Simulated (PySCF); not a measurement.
**[Tl(OH)2]−: other functionals and bases at one geometry**

An exercise on one series of results from a longer session: the logs are not shown, and one member is left open.

Method: several levels, as the steps say, no spin–orbit coupling; program: PySCF 2.14.0.

3 further runs of the same task are left out: 2 for a known fault of the program, 1 that didn't finish. Runs told in other sessions of the task aren't counted.

## Where the work starts

5 atoms, charge -1, spin multiplicity 1.

Bond lengths: Tl1–O2 2.275 Å, Tl1–O4 2.275 Å, O2–H3 0.979 Å, O4–H5 0.979 Å. Angles: O2–Tl1–O4 91.0°, Tl1–O2–H3 100.9°, Tl1–O4–H5 100.9°.

Geometry (Å):

```xyz
5

Tl    1.4306   -0.4338    0.0318
O    -0.0950    0.1473    1.6164
H    -0.8751    0.3443    1.0587
O    -0.0950   -0.0897   -1.6206
H    -0.8751    0.1864   -1.0975
```

Formal oxidation states: Tl +1. An earlier session relaxed this geometry at PBE, Tl def2-SVP with ECP60, O def2-SVP, H def2-SVP (singlet, point group C2v).

At PBE on the finer grid: E = -323.970115 Eh, HOMO 0.40 eV, LUMO 3.61 eV, Mulliken charge on Tl1 -0.12 e, largest force component 0.009 eV/Å. The highest filled level lies above zero; it isn't the detachment energy.

Levels to run: B3LYP; CAM-B3LYP; TPSS; BP86; PBE, TZVP; PBE, x2c-SVP. Hardware: 2 threads of Arm Neoverse V1, shared host.

Set-up of the first run:

run.py (the lines that set the calculation) reads:

```python
mol = gto.M(atom='''
Tl     1.43062    -0.43377     0.03176
O     -0.09499     0.14730     1.61638
H     -0.87513     0.34428     1.05868
O     -0.09499    -0.08970    -1.62059
H     -0.87513     0.18641    -1.09753''',
    basis={'Tl': 'def2-SVP', 'O': 'def2-SVP', 'H': 'def2-SVP'},
    ecp={'Tl': 'def2-SVP'},
    charge=-1, spin=0)
mf = dft.RKS(mol, xc='B3LYP')
mf.grids.atom_grid = (75, 302)
mf = mf.density_fit()  # fitting sets: Tl def2-universal-JKFIT, O def2-universal-JKFIT, H def2-universal-JKFIT
mf.conv_tol = 1e-08; mf.max_cycle = 55
mf.kernel(dm0)  # dm0: the density of the relaxed state
```

On the command line:

```console
$ OMP_NUM_THREADS=2 python run.py
```

Steps of the session up to this table: B3LYP; CAM-B3LYP; TPSS; BP86; PBE, TZVP; PBE, x2c-SVP.

One of the session's tables, all rows but one given; the rest of the session is left out.

| level | HOMO (eV) | gap (eV) | dipole (D) | largest force component (eV/Å) |
| --- | --- | --- | --- | --- |
| PBE (relaxed here) | 0.40 | 3.21 | 1.91 | 0.01 |
| B3LYP | -0.55 | 4.46 | 2.32 | 0.41 |
| CAM-B3LYP | -1.96 | 6.84 | 2.45 | 0.73 |
| TPSS | 0.36 | 3.36 | 2.04 | 0.08 |
| BP86 | ? | ? | ? | ? |
| PBE, TZVP | -0.05 | 3.17 | 3.07 | 0.21 |
| PBE, x2c-SVP | 0.38 | 3.31 | 1.89 | 0.21 |

**Question.** Estimate the row for BP86.

As computed: HOMO (eV): 0.25; gap (eV): 3.24; dipole (D): 1.88; largest force component (eV/Å): 0.05. In the column «HOMO (eV)» it lies between PBE, TZVP (-0.05) and TPSS (0.36).

The dipole of a charged species depends on the origin, so these sizes hold for this origin alone.

In one basis the HOMO–LUMO gap runs from 3.21 eV (PBE) to 6.84 eV (CAM-B3LYP). The largest leftover force, 0.73 eV/Å with CAM-B3LYP, stands at a geometry relaxed at another level. Total energies of different levels can't be compared.
